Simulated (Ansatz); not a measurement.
**GeH4O2 (SMILES [OH][GeH2][OH]) at HF/3-21G**

What is the energy change on altering one bond length of GeH4O2 at HF/3-21G? 

The results are computed with Ansatz 0.2.0.

53 further runs of the same task are left out: 53 set aside as unsound or not needed.

## (1) The molecule

GeH4O2: 7 atoms, total charge 0, spin state singlet. As SMILES, `[OH][GeH2][OH]`. Geometry: relaxed at PBE0-D4/def2-TZVP. This is one conformer, not always the lowest.

Bond lengths: O1–Ge2 1.776 Å, Ge2–O3 1.773 Å, O1–H4 0.959 Å, Ge2–H5 1.543 Å, Ge2–H6 1.525 Å, O3–H7 0.959 Å. Angles: O1–Ge2–O3 110.8°, O1–Ge2–H5 108.6°, O1–Ge2–H6 106.6°, O3–Ge2–H5 109.7°, O3–Ge2–H6 104.9°, Ge2–O1–H4 113.3°, Ge2–O3–H7 113.6°, H5–Ge2–H6 116.1°.

## (2) The energy at HF/3-21G

Contents of run.yaml:

```yaml
crystal:
  periodic: [false, false, false]
  atoms:
    - {symbol: O, position_ang: [-1.491300, -0.416000, -0.173900]}
    - {symbol: Ge, position_ang: [0.023500, 0.377000, 0.305300]}
    - {symbol: O, position_ang: [1.347400, -0.798900, 0.400600]}
    - {symbol: H, position_ang: [-1.634900, -0.418700, -1.122100]}
    - {symbol: H, position_ang: [0.363400, 1.460500, -0.739100]}
    - {symbol: H, position_ang: [-0.172500, 0.863100, 1.737300]}
    - {symbol: H, position_ang: [1.625600, -1.135200, -0.453800]}
basis:
  gaussian:
    orbitals: 3-21G-spherical.json
hamiltonian:
  xc: hf
accuracy: high
output: {orbitals: {seedname: orbitals}}
```

The basis set 3-21G is read from a file made from the Basis Set Exchange's data (not shown).

Command:

```bash
$ ansatz run run.yaml --threads 1 --pin off --max-ram 3480MiB --events-out events.jsonl --progress --plain --runs-dir runs
```

Log:

```text
Warning: RAYON_NUM_THREADS=1 ignored (pool sized by the plan → 1); use --threads N
Functional definition: HF
  name "HF"
  exchange = exact_x
  correlation = 0
895 factors; integrals over basis functions are off by at most 4.6e-9 eV
mean field evaluation 1: about -60313.2995 eV, gradient 4.2e1 eV
mean field evaluation 2: about -60313.5100 eV, gradient 4.3e1 eV
mean field evaluation 4: about -60316.8972 eV, gradient 1.8e0 eV
mean field evaluation 8: about -60316.9286 eV, gradient 8.4e-2 eV
mean field evaluation 16: about -60316.9286 eV, gradient 3.2e-8 eV
mean field -60316.92863866 eV, -2216.6062431881 hartree, gradient 3.2e-8 eV, S^2 0.000000; 0 other end points of the search recorded, 0 dependent functions left out
reference -60316.92863866 eV, -2216.6062431881 hartree; 26, 26 occupied and 22, 22 virtual orbitals, 895 factors
Total energy: -60316.92863866 eV, -2216.6062431881 hartree
```

It took 0.42 s on 1 thread of Arm Neoverse V2, shared host; peak memory 0.097 GiB.

## (3) The distorted shape

Contents of job.yaml:

```yaml
crystal:
  periodic: [false, false, false]
  atoms:
    - {symbol: O, position_ang: [-1.376424, -0.413840, 0.584632]}
    - {symbol: Ge, position_ang: [0.138376, 0.379160, 1.063832]}
    - {symbol: O, position_ang: [1.462276, -0.796740, 1.159132]}
    - {symbol: H, position_ang: [-1.634900, -0.418700, -1.122100]}
    - {symbol: H, position_ang: [0.478276, 1.462660, 0.019432]}
    - {symbol: H, position_ang: [-0.057624, 0.865260, 2.495832]}
    - {symbol: H, position_ang: [1.740476, -1.133040, 0.304732]}
basis:
  gaussian: {orbitals: 3-21G-spherical.json}
output: {orbitals: {seedname: orbitals}}
hamiltonian: {xc: hf}
accuracy: high
```

The basis set 3-21G is read from a file made from the Basis Set Exchange's data (not shown).

Command:

```bash
$ ansatz run job.yaml --threads 1 --pin off --max-ram 3480MiB --events-out events.jsonl --progress --plain --runs-dir runs
```

Log:

```text
Warning: RAYON_NUM_THREADS=1 ignored (pool sized by the plan → 1); use --threads N
[... 4 set-up lines as earlier in the session ...]
893 factors; integrals over basis functions are off by at most 9.3e-9 eV
mean field evaluation 1: about -60306.5126 eV, gradient 4.9e1 eV
mean field evaluation 2: about -60306.7261 eV, gradient 5.0e1 eV
mean field evaluation 4: about -60312.4326 eV, gradient 5.1e0 eV
mean field evaluation 8: about -60312.5536 eV, gradient 6.5e-1 eV
mean field evaluation 16: about -60312.5565 eV, gradient 2.2e-8 eV
mean field -60312.55648813 eV, -2216.4455696197 hartree, gradient 1.1e-8 eV, S^2 0.000000; 0 other end points of the search recorded, 0 dependent functions left out
reference -60312.55648813 eV, -2216.4455696197 hartree; 26, 26 occupied and 22, 22 virtual orbitals, 893 factors
Total energy: -60312.55648813 eV, -2216.4455696197 hartree
```

Wall time 0.44 s (1 thread of Arm Neoverse V2, shared host); peak memory 0.097 GiB.

## (4) Summary of results

Level: HF/3-21G.

```
                                                         quantity           value
                                        first shape: total energy  -2216.60624 Eh
                                         first shape: HOMO energy       -12.31 eV
                                         first shape: LUMO energy         4.73 eV
                                       first shape: HOMO–LUMO gap        17.04 eV
                                    distorted shape: total energy  -2216.44557 Eh
                                     distorted shape: HOMO energy       -11.62 eV
                                     distorted shape: LUMO energy         0.92 eV
                                   distorted shape: HOMO–LUMO gap        12.54 eV
energy change with the O1–H4 bond stretched from 0.959 to 1.726 Å        4.372 eV
```

With the O1–H4 bond stretched from 0.959 to 1.726 Å the energy rises by 4.37 eV (422 kJ/mol). The first shape isn't relaxed at this level, so the change isn't measured from a minimum. A restricted reference can't describe the breaking bond well at this length.
